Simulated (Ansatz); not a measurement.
# C₂H₆Si₂: an energy map over bond length Si2–C3 and bond length C3–Si4

The runs use Ansatz 0.2.0; RKS r2SCAN0-D4/def2-TZVP.

### Step 1. The system as given

SMILES `C[SiH]=C=[SiH2]`, 10 atoms, charge 0, spin multiplicity 1.

Atoms are counted from 1 here; the program's logs count them from 0.

Bond lengths: C1–Si2 1.879 Å, C1–H5 1.110 Å, C1–H6 1.107 Å, C1–H7 1.110 Å, Si2–C3 1.699 Å, Si2–H8 1.503 Å, C3–Si4 1.696 Å, Si4–H9 1.502 Å, Si4–H10 1.501 Å. Angles: Si2–C1–H5 110.6°, Si2–C1–H6 110.1°, Si2–C1–H7 110.6°, H5–C1–H6 109.0°, H5–C1–H7 107.5°, H6–C1–H7 109.0°, C1–Si2–C3 125.4°, C1–Si2–H8 112.9°, C3–Si2–H8 121.7°, Si2–C3–Si4 179.5°, C3–Si4–H9 123.9°, C3–Si4–H10 123.9°, H9–Si4–H10 112.3°.

As a file:

```xyz
10
charge 0, multiplicity 1
C    -1.6086   -0.4913    1.2418
Si   -0.2559   -0.9314    0.0143
C     0.8510    0.1641   -0.6650
Si    1.9456    1.2611   -1.3548
H    -1.4842   -1.0670    2.1828
H    -1.5748    0.5906    1.4734
H    -2.6079   -0.7411    0.8279
H    -0.2341   -2.3932   -0.3335
H     3.2779    1.6041   -0.7525
H     1.6911    2.0041   -2.6343
```

This geometry comes from a loose relaxation at PBE in a small basis, which is not shown.

### Step 3. Setting up the map

- bond length Si2–C3: 7 values from 1.436 to 2.338 Å
- bond length C3–Si4: 7 values from 1.467 to 2.083 Å

Nothing else is relaxed (all other coordinates rigid). Energies count from the relaxed molecule at the same level.

(The set-up runs are not shown.)

### Step 4. Point bond length Si2–C3 = 1.737 Å, bond length C3–Si4 = 1.672 Å

input.yaml

```yaml
crystal:
  periodic: [false, false, false]
  atoms:
    - { symbol: C, position_ang: [-1.587947, -0.486415, 1.225997] }
    - { symbol: Si, position_ang: [-0.252101, -0.904302, 0.012176] }
    - { symbol: C, position_ang: [0.875303, 0.216972, -0.687019] }
    - { symbol: Si, position_ang: [1.965847, 1.286992, -1.366251] }
    - { symbol: H, position_ang: [-1.455505, -1.049657, 2.14865] }
    - { symbol: H, position_ang: [-1.573696, 0.574875, 1.454836] }
    - { symbol: H, position_ang: [-2.565352, -0.748723, 0.823549] }
    - { symbol: H, position_ang: [-0.231653, -2.3435, -0.323559] }
    - { symbol: H, position_ang: [3.280006, 1.614172, -0.778614] }
    - { symbol: H, position_ang: [1.729381, 2.022744, -2.624083] }
basis:
  gaussian: { orbitals: def2-TZVP }
hamiltonian:
  xc: { name: r2SCAN0 }
  dispersion: d4
output:
  forces: true
```

Run with:

```bash
ansatz run input.yaml --threads 1 --pin off --max-ram 2560MiB --backend cpu --events-out ev --progress --plain --runs-dir out
```

Q: Estimate wall time and peak memory on 1 thread of Arm Neoverse V1, shared host.

About 12 s, with a peak of 0.37 GiB.
